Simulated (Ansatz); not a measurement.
The same calculation of NaSrHfSbO₆, space group F-43m as a Python script and as an input file (Ansatz 0.2.0 through its Python package).

`scf_nasrhfsbo6.py`
```python
# -*- coding: utf-8 -*-
"""Self-consistent field of NaSrHfSbO6 at the given structure."""

from collections import Counter
import warnings

import ansatz as az
import numpy as np

warnings.simplefilter("ignore", az.DeckWarning)

lattice = az.Lattice.of(
    [0.0, 4.050926, 4.050926],
    [4.050926, 0.0, 4.050926],
    [4.050926, 4.050926, 0.0],
)
sites = [
    ("Na", [0.25, 0.25, 0.25]),
    ("Sr", [0.75, 0.75, 0.75]),
    ("Hf", [0.0, 0.0, 0.0]),
    ("Sb", [0.5, 0.5, 0.5]),
    ("O", [0.74586, 0.25414, 0.25414]),
    ("O", [0.25414, 0.74586, 0.74586]),
    ("O", [0.74586, 0.74586, 0.25414]),
    ("O", [0.25414, 0.25414, 0.74586]),
    ("O", [0.25414, 0.74586, 0.25414]),
    ("O", [0.74586, 0.25414, 0.74586]),
]
crystal = az.Crystal(lattice=lattice)
for symbol, position in sites:
    crystal = crystal.atom(symbol, position)

# the calculation
model = crystal.calculation()
model = model.occupations("fixed")
model = model.kpoints(4)
model = model.basis(17 * az.Ha).functional("pbe")
model = model.band_table()
session = model.session()
planned = session.plan(threads=1)
outcome = planned.execute()
data = outcome.report

n_atoms = len(data["lattice"]["sites"])
print("F =", round(data["free_energy_ev"], 4), "eV for", n_atoms, "atoms")
print("E(sigma -> 0) =", round(data["energy_sigma0_ev"], 4), "eV, TS =", round(data["entropy_ts_ev"], 5), "eV")
print("closed by", data["closed_by"], "after", data["n_iterations"], "iterations")

# band edges over the mesh points; the true edges can lie between them
levels = np.array(data["eigenvalues_ev"])
filled = round(data["n_electrons"] / 2)
top, bottom = levels[:, filled - 1], levels[:, filled]
print("top of band", filled, "at k =", data["kpoints_frac"][top.argmax()], f"{top.max():.4f} eV")
print("bottom of band", filled + 1, "at k =", data["kpoints_frac"][bottom.argmin()], f"{bottom.min():.4f} eV")
print(f"gap by band count {bottom.min() - top.max():.3f} eV, least direct gap {(bottom - top).min():.3f} eV")

print(model.to_python())

told = Counter((n["data"]["severity"], n["data"]["kind"]) for n in outcome.notices if n["event"] == "notice")
for (severity, kind), count in sorted(told.items()):
    print(f"{severity:8s} {kind} x{count}")
```

Running `python scf_nasrhfsbo6.py` prints:
```text
F = -30650.6266 eV for 10 atoms
E(sigma -> 0) = -30650.6266 eV, TS = 0.0 eV
closed by deck_thresholds after 7 iterations
top of band 48 at k = [0.0, 0.0, 0.0] 9.0867 eV
bottom of band 49 at k = [0.0, 0.0, 0.0] 12.4109 eV
gap by band count 3.324 eV, least direct gap 3.324 eV
(
    az.Lattice.of(((0.0, 4.050926, 4.050926), (4.050926, 0.0, 4.050926), (4.050926, 4.050926, 0.0)))
    .atom("Na", (0.25, 0.25, 0.25))
    .atom("Sr", (0.75, 0.75, 0.75))
    .atom("Hf", (0.0, 0.0, 0.0))
    .atom("Sb", (0.5, 0.5, 0.5))
    .atom("O", (0.74586, 0.25414, 0.25414))
    .atom("O", (0.25414, 0.74586, 0.74586))
    .atom("O", (0.74586, 0.74586, 0.25414))
    .atom("O", (0.25414, 0.25414, 0.74586))
    .atom("O", (0.25414, 0.74586, 0.25414))
    .atom("O", (0.74586, 0.25414, 0.74586))
    .calculation()
    .basis(cutoff=462.593566181796)
    .kpoints(4, 4, 4)
    .functional("pbe")
    .occupations(method="fixed")
    .band_table(publish=True)
)

audit    band_cg_iterations x1
audit    loop_bands_changed x1
audit    preconditioner_resolved x1
```

`input.yaml`:
```yaml
crystal:
  lattice:
    - [0.0, 4.050926, 4.050926]
    - [4.050926, 0.0, 4.050926]
    - [4.050926, 4.050926, 0.0]
  atoms:
    - { symbol: Na, position: [0.25, 0.25, 0.25] }
    - { symbol: Sr, position: [0.75, 0.75, 0.75] }
    - { symbol: Hf, position: [0.0, 0.0, 0.0] }
    - { symbol: Sb, position: [0.5, 0.5, 0.5] }
    - { symbol: O, position: [0.74586, 0.25414, 0.25414] }
    - { symbol: O, position: [0.25414, 0.74586, 0.74586] }
    - { symbol: O, position: [0.74586, 0.74586, 0.25414] }
    - { symbol: O, position: [0.25414, 0.25414, 0.74586] }
    - { symbol: O, position: [0.25414, 0.74586, 0.25414] }
    - { symbol: O, position: [0.74586, 0.25414, 0.74586] }
basis:
  ecutwfc: 462.5935661818
kpoints:
  mp_grid: { grid: [4, 4, 4] }
hamiltonian:
  xc: pbe
scf:
  occupations: { method: fixed }
output:
  eigenvalues: true
```

Launched from the shell:
```console
$ ansatz run input.yaml --threads 1 --pin off --max-ram 3072MiB --backend cpu --events-out ev --progress --plain --runs-dir out
Engine: ansatz 0.2.0, aarch64-unknown-linux-gnu
Pseudopotentials: kind: paw
Pseudopotential: Na, paw, valence charge 9, recommended cutoff 420 eV (normal), Na.paw.azcp
Pseudopotential: Sr, paw, valence charge 10, recommended cutoff 420 eV (normal), Sr.paw.azcp
Pseudopotential: Hf, paw, valence charge 26, recommended cutoff 420 eV (normal), Hf.paw.azcp
Pseudopotential: Sb, paw, valence charge 15, recommended cutoff 420 eV (normal), Sb.paw.azcp
Pseudopotential: O, paw, valence charge 6, recommended cutoff 420 eV (normal), O.paw.azcp
Functional definition: PBE
  parameter kappa = 0.804
  parameter beta = 0.06672455060314922
  exchange = pbe_x(kappa = kappa, mu = beta*pi^2/3)
  correlation = pbe_c(beta = beta)
Crystal: 10 atoms, lattice volume = 132.951 Å³
Basis set: ecut = 462.5935661818 eV, 2975 PW (Γ)
Bands: 58, of which v1, the nominal top of the filled ones, is band 48 counted from 1 (47 counted from 0)
Symmetry: 24 space group operations
Space group: F-43m (ITA 216), of the structure as read, at distance tolerance 5.1e-5 Å
k-points: 8 of 64 (time reversal used)
Non-local potential: Na, projectors of the file, l = 0: 3, l = 1: 2, l = 2: 1
Non-local potential: Sr, projectors of the file, l = 0: 3, l = 1: 2, l = 2: 2
Non-local potential: Hf, projectors of the file, l = 0: 3, l = 1: 2, l = 2: 2, l = 3: 3
Non-local potential: Sb, projectors of the file, l = 0: 2, l = 1: 2, l = 2: 2, l = 3: 2
Non-local potential: O, projectors of the file, l = 0: 2, l = 1: 2, l = 2: 1
PAW form: soft (Blöchl's): semilocal exchange-correlation on the pseudo side does not see the compensation charge
PAW one-centre angular grid: Na, 110 points (default); XC on 64 Gauss nodes
PAW one-centre angular grid: Sr, 110 points (default); XC on 64 Gauss nodes
PAW one-centre angular grid: Hf, 590 points (default); XC on 64 Gauss nodes
PAW one-centre angular grid: Sb, 590 points (default); XC on 64 Gauss nodes
PAW one-centre angular grid: O, 110 points (default); XC on 64 Gauss nodes
Initial density: superposition of atomic densities (neutral atoms: chi_scale 0, normalization atom), corrected by the library's trained network
Initial wavefunctions: pseudopotential atomic-orbital guess
Functional: x = pbe(κ = 0.804, μ = 0.2195149727645171), c = pbe(β = 0.06672455060314922)
SCF iter   1: F=—  HF=-30650.621515 eV  |F-HF|=—  |Δ(HF+E_count)|=         —  Δρ=1.75e-3  dr2=2.05e-3  ethr=1.77e-3  ⟨swp⟩=5.0  Hψ=1686  notcnv=0  defer=50
preconditioner: auto → Resta (q_TF=auto, 2.584 Å⁻¹)  ε∞=3.6  [insulator: Δε(μ)=3.329 eV  Ē_g=19.066 eV  n_scr=50 (ndim 8)  ℏωp=30.6 eV  f_vac=0.043  ε∞_Penn≈3.6]
SCF iter   2: F=—  HF=-30650.626261 eV  |F-HF|=—  |Δ(HF+E_count)|=   4.75e-3  Δρ=9.15e-4  dr2=6.72e-4  ethr=2.13e-6  ⟨swp⟩=3.0  Hψ=1194  notcnv=0  defer=62
SCF iter   3: F=—  HF=-30650.626495 eV  |F-HF|=—  |Δ(HF+E_count)|=   2.34e-4  Δρ=2.26e-4  dr2=4.85e-5  ethr=7.00e-7  ⟨swp⟩=2.4  Hψ=756  notcnv=0  defer=38
automatic band count: iteration 3 solves 55 bands in place of 58: the levels show a gap, and the empty bands left out lie too high to hold charge; the band table lists the bands solved (type scf.n_extra_bands for more)
SCF iter   4: F=—  HF=-30650.626641 eV  |F-HF|=—  |Δ(HF+E_count)|=   1.46e-4  Δρ=5.42e-5  dr2=6.02e-6  ethr=5.05e-8  ⟨swp⟩=2.0  Hψ=787  notcnv=0  defer=27
SCF iter   5: F=—  HF=-30650.626637 eV  |F-HF|=—  |Δ(HF+E_count)|=   3.89e-6  Δρ=3.04e-5  dr2=1.88e-6  ethr=6.27e-9  ⟨swp⟩=2.0  Hψ=789  notcnv=0  defer=27
SCF iter   6: F=—  HF=-30650.626637 eV  |F-HF|=—  |Δ(HF+E_count)|=   2.03e-7  Δρ=1.09e-5  dr2=3.59e-7  ethr=1.96e-9  ⟨swp⟩=2.0  Hψ=761  notcnv=0  defer=28
SCF iter   7: F=-30650.626637 eV  HF=-30650.626637 eV  |F-HF|=3.20e-8  |Δ(HF+E_count)|=   4.38e-8  Δρ=5.20e-6  dr2=4.37e-8  ethr=1.04e-10  ⟨swp⟩=12.0  Hψ=1556  notcnv=0
SCF 1 converged in 7 iterations: F = -30650.626637 eV  dr2 = 4.37e-8
  greatest PAW one-centre occupation: 0.999 electrons in one spin orbital (limit 2), on the Na atom at site 0 (counted from 0), in its partial waves of l = 0
SCF converged after 7 iterations
Free energy (F): -30650.626637 eV
Harris-Foulkes:  -30650.626637 eV  (|F-HF|=3.20e-8)
Internal energy: -30650.626637 eV  (E = F + TS)
E sigma→0 (E₀):  -30650.626637 eV
Fermi energy:    9.086715 eV
--- Per-component energies (eV) ---
  E_band       = -528.286959
  E_kinetic    = 2050.288905
  E_local      = -12099.871125  (includes V_loc(G=0)·N_el)
  E_nonlocal   = -264.453826
  E_hartree    = 5156.075276
  E_xc         = -1095.384753
  E_vxc        = -1142.464045  (∫ρ·V_xc dr)
  E_paw        = -15420.546888  (= ΣΔE_a)
  E_vpaw       = 616.060499  (= ΣTr[D̂ρ^β])
  E_aug_tail   = 0.011187  (compensation charges beyond the density's cutoff)
  E_ewald      = -8976.745413
  E_smearing   = -0.000000  (= −TS)
  E_closure    = -0.000000  (closes the sum)
  Σ components = -30650.626637   (vs F -30650.626637, Δ=0.00e0)
--- Band table (eV; the first three rows and the last of 8) ---
  k-point 0: bands = ["-51.1207", "-40.9532", "-24.0231", "-19.9947", "-19.9947", "-19.9947", "-19.3981", "-19.3981", "-19.1975", "-19.1975", "-19.1975", "-12.8677", "-12.8677", "-12.8677", "-9.1844", "-7.3995", "-7.3995", "-7.3995", "-7.0270", "-7.0270", "-6.0920", "-6.0920", "-6.0920", "-0.9579", "-0.9579", "-0.9579", "-0.9522", "-0.9509", "-0.9509", "-0.9509", "0.5165", "4.8632", "4.8632", "4.8632", "5.7294", "5.7294", "5.7294", "6.0345", "6.0345", "8.0186", "8.0186", "8.0186", "8.1791", "8.1791", "8.1791", "9.0867", "9.0867", "9.0867", "12.4109", "14.1943", "14.1943", "14.1943", "14.7813", "15.5906", "15.5906"]
  k-point 1: bands = ["-51.1207", "-40.9532", "-24.0230", "-19.9978", "-19.9978", "-19.9953", "-19.3942", "-19.3942", "-19.1974", "-19.1974", "-19.1973", "-12.8697", "-12.8680", "-12.8680", "-9.0452", "-7.7348", "-7.6383", "-7.6383", "-6.8120", "-6.8120", "-6.0159", "-6.0159", "-5.9263", "-0.9988", "-0.9520", "-0.9513", "-0.9513", "-0.9508", "-0.9492", "-0.9492", "1.0536", "4.3115", "4.3115", "4.3234", "5.7836", "5.9298", "5.9298", "6.7025", "6.7025", "7.3444", "7.5838", "7.5838", "8.1441", "8.2291", "8.2291", "8.7819", "8.7819", "8.9323", "13.2976", "14.3625", "14.4787", "14.4787", "15.3105", "15.9900", "15.9900"]
  k-point 2: bands = ["-51.1207", "-40.9532", "-24.0228", "-20.0008", "-20.0008", "-19.9959", "-19.3904", "-19.3904", "-19.1974", "-19.1974", "-19.1970", "-12.8716", "-12.8683", "-12.8683", "-8.8110", "-8.1330", "-7.7830", "-7.7830", "-6.6994", "-6.6994", "-5.9307", "-5.9307", "-5.7853", "-1.0262", "-0.9518", "-0.9516", "-0.9516", "-0.9507", "-0.9400", "-0.9400", "1.7795", "3.6094", "3.9582", "3.9582", "6.0508", "6.3339", "6.3339", "6.4222", "6.7939", "6.7939", "7.5080", "7.5080", "8.0848", "8.0848", "8.3603", "8.5400", "8.5400", "8.6875", "14.3085", "14.3188", "14.6581", "14.6581", "15.9796", "16.3427", "16.3427"]
  k-point 7: bands = ["-51.1207", "-40.9532", "-24.0227", "-19.9997", "-19.9957", "-19.9939", "-19.3985", "-19.3929", "-19.1973", "-19.1973", "-19.1970", "-12.8708", "-12.8705", "-12.8689", "-8.9710", "-8.0376", "-7.5875", "-7.4142", "-7.2278", "-6.7941", "-5.8621", "-5.8455", "-5.7951", "-0.9747", "-0.9657", "-0.9639", "-0.9520", "-0.9514", "-0.9513", "-0.9511", "1.1277", "3.8432", "5.0426", "5.0977", "5.8712", "5.8866", "5.9045", "6.8216", "6.9904", "7.2172", "7.2490", "7.3159", "7.5134", "7.6410", "7.7610", "7.8119", "8.4263", "8.6959", "13.1818", "14.9566", "14.9846", "15.4057", "16.3366", "16.7137", "16.7838"]
```

Caveats:
- Absolute energies stand on the zero of these potentials, so only differences at equal settings mean something. A total without «per atom» is that of the cell as typed.
- The run is spin-unpolarised.
- Semilocal gaps usually lie well under measured ones.
- The structure comes from a database of computed cells and needn't be a stable or known phase.
- Gaps and levels are Kohn-Sham values on a finite set of k-points, without spin-orbit coupling.
- Timing: 5.1 s on 1 thread of Arm Neoverse V2, with other jobs on the host, peak memory 0.47 GiB.

(A comment or docstring line of the script was reworded after the run, the code is as it ran; lines on the test bed's own set-up are left out of the output.)
